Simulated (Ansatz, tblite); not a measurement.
**C₁₆H₁₀Se₄: one state, many levels**

An exercise on one series of results from a longer session: the logs are not shown, and one member is left open.

The runs use Ansatz 0.2.0, Gaussian basis; as each input shows.

Levels to be run: GFN1-xTB, GFN2-xTB, PBE-D4/def2-TZVP, r2SCAN-D4/def2-TZVP, PBE-D4/def2-SVP, PBE0-D4/def2-SVP.

1 further run of the same task is left out (set aside as unsound or not needed).

## The geometry

The geometry is that of the singlet, from an earlier relaxation (PBE-D4/def2-SVP).

SMILES `c1c[se]c(-c2ccc(-c3ccc(-c4ccc[se]4)[se]3)[se]2)c1`, 30 atoms, charge 0, spin multiplicity 1.

Bond lengths: C1–C2 1.379 Å, C1–C20 1.425 Å, C1–H21 1.100 Å, C2–Se3 1.870 Å, C2–H22 1.097 Å, Se3–C4 1.900 Å, C4–C5 1.439 Å, C4–C20 1.392 Å, C5–C6 1.393 Å, C5–Se19 1.898 Å, C6–C7 1.416 Å, C6–H23 1.101 Å, C7–C8 1.394 Å, C7–H24 1.101 Å, C8–C9 1.435 Å, C8–Se19 1.899 Å, C9–C10 1.394 Å, C9–Se18 1.899 Å and more. Angles: C2–C1–C20 115.0°, C2–C1–H21 122.3°, C20–C1–H21 122.7°, C1–C2–Se3 111.6°, C1–C2–H22 127.9°, Se3–C2–H22 120.5°, C2–Se3–C4 87.8°, Se3–C4–C5 121.2°, Se3–C4–C20 109.7°, C5–C4–C20 129.0°, C4–C5–C6 129.1°, C4–C5–Se19 121.0°, C6–C5–Se19 109.8°, C5–C6–C7 116.1°, C5–C6–H23 121.6°, C7–C6–H23 122.3°, C6–C7–C8 116.1°, C6–C7–H24 122.4° and more.

PBE0-D4/def2-TZVP was run before; its log isn't repeated, and its numbers join the tables.

Set-up of the first run:

Tight binding, by tblite at 300 K electronic temperature and without a spin-polarisation term:

```python
tblite.interface.Calculator('GFN1-xTB', numbers, positions, charge=0, uhf=0).singlepoint()
```

Tight binding, by tblite at 300 K electronic temperature and without a spin-polarisation term:

```python
tblite.interface.Calculator('GFN2-xTB', numbers, positions, charge=0, uhf=0).singlepoint()
```

start.molden holds the orbitals of an earlier run on this state, given as this run's starting guess.

The input, in.yaml:

```yaml
crystal:
  periodic: [false, false, false]
  atoms:
    - {symbol: C, position_ang: [6.780827, -0.916562, 1.057592]}
    - {symbol: C, position_ang: [6.898124, -0.821396, 2.428441]}
    - {symbol: Se, position_ang: [5.243806, -0.510538, 3.242156]}
    - {symbol: C, position_ang: [4.467738, -0.538296, 1.507787]}
    - {symbol: C, position_ang: [3.053986, -0.345192, 1.319620]}
    - {symbol: C, position_ang: [2.062306, -0.121909, 2.272458]}
    - {symbol: C, position_ang: [0.745224, 0.032409, 1.776966]}
    - {symbol: C, position_ang: [0.596409, -0.057461, 0.393549]}
    - {symbol: C, position_ang: [-0.596021, 0.054888, -0.396711]}
    - {symbol: C, position_ang: [-0.745750, -0.035330, -1.780001]}
    - {symbol: C, position_ang: [-2.063138, 0.119665, -2.274669]}
    - {symbol: C, position_ang: [-3.053982, 0.344101, -1.321224]}
    - {symbol: C, position_ang: [-4.467730, 0.538614, -1.507956]}
    - {symbol: C, position_ang: [-5.454962, 0.763748, -0.552870]}
    - {symbol: C, position_ang: [-6.779809, 0.919207, -1.054587]}
    - {symbol: C, position_ang: [-6.899108, 0.824100, -2.425262]}
    - {symbol: Se, position_ang: [-5.246179, 0.511617, -3.241257]}
    - {symbol: Se, position_ang: [-2.284461, 0.371038, 0.413172]}
    - {symbol: Se, position_ang: [2.285611, -0.372180, -0.415327]}
    - {symbol: C, position_ang: [5.456514, -0.762237, 0.554037]}
    - {symbol: H, position_ang: [7.647001, -1.098039, 0.404553]}
    - {symbol: H, position_ang: [7.808861, -0.906379, 3.034067]}
    - {symbol: H, position_ang: [2.296545, -0.069842, 3.346931]}
    - {symbol: H, position_ang: [-0.115832, 0.212816, 2.438721]}
    - {symbol: H, position_ang: [0.114756, -0.216684, -2.442221]}
    - {symbol: H, position_ang: [-2.298190, 0.067256, -3.348960]}
    - {symbol: H, position_ang: [-5.219325, 0.817100, 0.521193]}
    - {symbol: H, position_ang: [-7.644888, 1.101558, -0.400356]}
    - {symbol: H, position_ang: [-7.810704, 0.909642, -3.029514]}
    - {symbol: H, position_ang: [5.222372, -0.815701, -0.520337]}
basis:
  gaussian: {orbitals: def2-TZVP, fitting: {mean_field: def2-universal-jkfit}, initial_orbitals: start.molden}
hamiltonian: {xc: pbe, dispersion: d4}
scf: {omitted_lower_state_checks: [starts]}
output: {forces: true, orbitals: {seedname: orbitals}}
```

Started as:

```console
> ansatz run in.yaml --threads 2 --pin off --events-out ev --progress --plain --max-ram 32768MiB --backend cuda --devices 0, --max-vram 18GiB
```

Among the steps run: PBE-D4/def2-TZVP; r2SCAN-D4/def2-TZVP; PBE-D4/def2-SVP; PBE0-D4/def2-SVP.

One table of the session follows, with a row left open; its other results are not shown here.

It belongs to the step «Binding energy». 

| level | binding an atom (eV) |
| --- | --- |
| PBE-D4/def2-SVP | ? |
| PBE-D4/def2-TZVP | 5.200 |
| r2SCAN-D4/def2-TZVP | 5.007 |
| PBE0-D4/def2-SVP | 5.129 |
| PBE0-D4/def2-TZVP | 5.055 |

Estimate the missing values for PBE-D4/def2-SVP.

As computed: binding an atom (eV): 5.276. In the column «binding an atom (eV)» it is the highest.

Limits of these values: Free atoms were run apart at each level; binding is atoms less cluster, divided by the number of atoms, without zero-point or spin-orbit terms.
